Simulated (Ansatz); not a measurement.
# ScPd: a single-point run

Wanted: a converged single-point run for ScPd, and a check of what comes out. The structure is shown as the input types it.

Computed with Ansatz 0.2.0 (DFT, PBEsol, norm-conserving pseudopotentials, Ansatz's default files, scalar-relativistic, unless a step's input says otherwise).

### 1 The structure to begin with

Symmetry: Pm-3m, No. 221, cubic system. Conventional cell: a = 3.299 Å, b = 3.299 Å, c = 3.299 Å, α = 90.00°, β = 90.00°, γ = 90.00°. Sc (site symmetry m-3m) has 8 Pd at 2.86 Å as nearest neighbours. Around Pd (site symmetry m-3m) lie 8 Sc at 2.86 Å.

Structure file:

```cif
data_structure
_symmetry_space_group_name_H-M 'Pm-3m'
_symmetry_Int_Tables_number 221
_cell_length_a 3.2995
_cell_length_b 3.2995
_cell_length_c 3.2995
_cell_angle_alpha 90.000
_cell_angle_beta 90.000
_cell_angle_gamma 90.000
_cell_volume 35.92
loop_
_atom_site_label
_atom_site_type_symbol
_atom_site_symmetry_multiplicity
_atom_site_Wyckoff_symbol
_atom_site_fract_x
_atom_site_fract_y
_atom_site_fract_z
_atom_site_occupancy
Sc1 Sc 1 b 0.50000 0.50000 0.50000 1
Pd1 Pd 1 a 0.00000 0.00000 0.00000 1
```

### 2 Input and run

input.yaml reads:

```yaml
crystal:
  lattice:
    - [3.2994663, 0.0, 0.0]
    - [0.0, 3.2994663, 0.0]
    - [0.0, 0.0, 3.2994663]
  atoms:
    - { symbol: Sc, position: [0.5, 0.5, 0.5] }
    - { symbol: Pd, position: [0.0, 0.0, 0.0] }
kpoints:
  mp_grid: { grid: [11, 11, 11] }
scf:
  occupations: { method: fermi_dirac, width: 0.05 }
hamiltonian:
  xc: pbesol
  pseudopotentials: { kind: nc }
output:
  forces: true
  stress: true
  eigenvalues: true
  efg: { contact_densities: true }
  populations: true
```

Command:

```bash
> ansatz run input.yaml --threads 1 --pin off --max-ram 2048MiB --backend cpu --events-out ev --progress --plain --runs-dir out
```

What happens when this is run?

The run ended at the input check. It says: «output.efg without hamiltonian.pseudopotentials.kind: paw|paw_fr|all_electron or hamiltonian.pseudopotentials.kind: all_electron — the all-electron EFG reconstruction needs the PAW one-centre densities; drop the efg request ...»

The program refuses this combination of settings.

Fix: leave the request out or change the method.
